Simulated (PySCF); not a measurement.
# TiNH2F3 (SMILES [NH2][Ti]([F])([F])[F]): levels of theory compared

Wanted: a comparison of 4 runs (HF/STO-3G, PBE0/def2-SVP, PBE0/def2-TZVP, CCSD(T)/def2-SVP) of TiNH2F3. The job is set up through a Python script.

Program for the calculation: PySCF 2.14.0.

## Step 1: The system as given

The species is TiNH2F3 (7 atoms), meant as a singlet with charge 0. SMILES: `[NH2][Ti]([F])([F])[F]`. Geometry: relaxed at PBE0-D4/def2-TZVP.

Bond lengths: N1–Ti2 1.854 Å, Ti2–F3 1.752 Å, Ti2–F4 1.761 Å, Ti2–F5 1.752 Å, N1–H6 1.011 Å, N1–H7 1.011 Å. Angles: N1–Ti2–F3 107.4°, N1–Ti2–F4 110.3°, N1–Ti2–F5 107.6°, F3–Ti2–F4 108.5°, F3–Ti2–F5 114.6°, F4–Ti2–F5 108.3°, Ti2–N1–H6 124.5°, Ti2–N1–H7 124.4°, H6–N1–H7 111.1°.

## Step 2: Energy and gradient at HF/STO-3G (run 1)

Input file job.py:

```python
from pyscf import gto

mol = gto.Mole()
mol.atom = '''
N   -0.612600   0.873900   0.337800
Ti   0.424800  -0.560700  -0.211700
F    0.934000  -1.421800   1.226000
F   -0.526700  -1.653600  -1.211600
F    1.735700   0.076100  -1.184100
H   -0.731800   1.728800  -0.188400
H   -1.162200   0.889200   1.186200
'''
mol.spin = 0
mol.max_memory = 1860
mol.verbose = 4
mol.basis = 'sto-3g'
mol.charge = 0
mol.build()

calc0 = mol.RHF()
calc0.conv_tol = 1e-10
calc0.kernel()
if not calc0.converged:
    calc0 = calc0.newton().run(calc0.mo_coeff, calc0.mo_occ)

etot = calc0.e_tot
print('Final energy', etot)
grad = calc0.nuc_grad_method().kernel()
calc0.analyze()
```

The run is started by

```console
$ OMP_NUM_THREADS=1 python job.py
```

Output:

```text
PySCF version 2.14.0

[... 77 lines left out ...]
Total Energy =                       -1189.192935898641736
[... 10 lines left out ...]
MO #4   energy= -25.8925624471572  occ= 2
[... 8 lines left out ...]
MO #13  energy= -1.97822037954911  occ= 2
[... 8 lines left out ...]
MO #22  energy= -0.486171204792764 occ= 2
[... 8 lines left out ...]
MO #31  energy= 0.3514544691056    occ= 0
[... 8 lines left out ...]
MO #40  energy= 0.868055851685632  occ= 0
[... 50 lines left out ...]
Dipole moment(X, Y, Z, Debye): -0.51657,  0.93600,  0.42121
```

It took 5.4 s on 1 thread of Intel Xeon at 2.70GHz, shared host; peak memory 0.12 GiB.

## Step 3: Energy and gradient at PBE0/def2-SVP (run 2)

Input file geometry.xyz:

```xyz
7
F3H2NTi
N     -0.612600     0.873900     0.337800
Ti     0.424800    -0.560700    -0.211700
F      0.934000    -1.421800     1.226000
F     -0.526700    -1.653600    -1.211600
F      1.735700     0.076100    -1.184100
H     -0.731800     1.728800    -0.188400
H     -1.162200     0.889200     1.186200
```

Input file job.py:

```python
# [NH2][Ti]([F])([F])[F]
import pyscf.grad
from pyscf import gto, dft

mol = gto.Mole()
mol.atom = 'geometry.xyz'
mol.charge = 0
mol.basis = 'def2-svp'
mol.max_memory = 1860
mol.verbose = 3
mol.build()

ks = dft.RKS(mol)
ks.xc = 'pbe0'
ks.grids.level = 5
ks.conv_tol = 1e-10
ks.kernel()
if not ks.converged:
    ks = ks.newton().run(ks.mo_coeff, ks.mo_occ)

energy = ks.e_tot
print(f'total energy: {energy:.8f} hartree')
grad = ks.Gradients().kernel()
ks.analyze()
```

The run is started by

```console
$ OMP_NUM_THREADS=1 python job.py
```

Output:

```text
converged SCF energy = -1204.26545621238
[... 23 lines left out ...]
MO #12  energy= -1.61189327444066  occ= 2
[... 16 lines left out ...]
MO #29  energy= -0.307923252343161 occ= 2
[... 16 lines left out ...]
MO #46  energy= 0.65227314333796   occ= 0
[... 16 lines left out ...]
MO #63  energy= 1.45410153535212   occ= 0
[... 16 lines left out ...]
MO #80  energy= 2.76980627073892   occ= 0
[... 16 lines left out ...]
MO #97  energy= 3.37755886967175   occ= 0
[... 8 lines left out ...]
Dipole moment(X, Y, Z, Debye): -1.46644,  2.31914,  0.96960
```

Wall time 61 s (1 thread of Intel Xeon at 2.70GHz, shared host); peak memory 0.95 GiB.

Run 3 isn't shown in full; the table further down has it.

## Step 4: The energy at CCSD(T)/def2-SVP (run 4)

Input file run.py:

```python
from pyscf import gto, scf, cc

mol = gto.Mole()
mol.atom = '''
N   -0.612600   0.873900   0.337800
Ti   0.424800  -0.560700  -0.211700
F    0.934000  -1.421800   1.226000
F   -0.526700  -1.653600  -1.211600
F    1.735700   0.076100  -1.184100
H   -0.731800   1.728800  -0.188400
H   -1.162200   0.889200   1.186200
'''
mol.spin = 0
mol.max_memory = 1860
mol.verbose = 4
mol.charge = 0
mol.basis = 'def2-svp'
mol.build()

mf = scf.RHF(mol)
mf.conv_tol = 1e-10
mf.kernel()
if not mf.converged:
    mf = mf.newton().run(mf.mo_coeff, mf.mo_occ)

mycc = cc.CCSD(mf, frozen=9)
mycc.kernel()
e_t = mycc.ccsd_t()
e_final = mycc.e_tot + e_t
print('E = %.10f Eh' % e_final)
mf.analyze()
```

The run is started by

```console
$ OMP_NUM_THREADS=1 python run.py
```

Output:

```text
PySCF version 2.14.0

[... 120 lines left out ...]
MO #7   energy= -18.1379579465653  occ= 2
[... 17 lines left out ...]
MO #25  energy= -0.640383133629278 occ= 2
[... 17 lines left out ...]
MO #43  energy= 0.749254794794773  occ= 0
[... 17 lines left out ...]
MO #61  energy= 1.66522390894642   occ= 0
[... 17 lines left out ...]
MO #79  energy= 2.90579860881943   occ= 0
[... 17 lines left out ...]
MO #97  energy= 3.7437162981461    occ= 0
[... 107 lines left out ...]
Dipole moment(X, Y, Z, Debye): -1.56219,  2.46816,  1.03123
```

Wall time 2 min (1 thread of Intel Xeon at 2.70GHz, shared host); peak memory 0.69 GiB.

## Step 5: All runs side by side

```
run             level  integration grid      task   energy (Eh)  dipole moment (D) of the reference  HOMO energy (eV)  LUMO energy (eV)  wall time
  1         HF/STO-3G                 –  gradient  -1189.192936                                1.15             -8.74              8.76      5.4 s
  2     PBE0/def2-SVP                 5  gradient  -1204.265456                                2.91             -8.38             -2.42       61 s
  3    PBE0/def2-TZVP                 5  gradient  -1204.819065                                2.91             -8.59             -2.50    3.5 min
  4  CCSD(T)/def2-SVP                 –    energy  -1203.249888                                3.10            -12.22              1.54      2 min
```

## Step 6: Results

| quantity | value |
| --- | --- |
| run 4: total energy | -1203.24989 Eh |
| run 4: dipole moment (Hartree–Fock density) | 3.10 D |
| run 4: HOMO energy (Hartree–Fock orbitals) | -12.22 eV |
| run 4: LUMO energy (Hartree–Fock orbitals) | 1.54 eV |
| run 4: HOMO–LUMO gap (Hartree–Fock orbitals) | 13.75 eV |
| run 4: correlation energy (9 core orbitals frozen) | -1090.0 mEh |
| run 4: (T) correction | -37.25 mEh |
| run 4: T1 diagnostic | 0.022 |

Over runs 1, 2, 3 the dipole moment (its size) runs from 1.15 D (HF/STO-3G) to 2.91 D (PBE0/def2-TZVP). The two ends differ in method and basis. Over runs 1, 2, 3 the HOMO–LUMO gap runs from 5.96 eV (PBE0/def2-SVP) to 17.50 eV (HF/STO-3G). In run 1 the basis is minimal, so the values are rough. All runs together took 6.6 min, the longest 3.5 min.
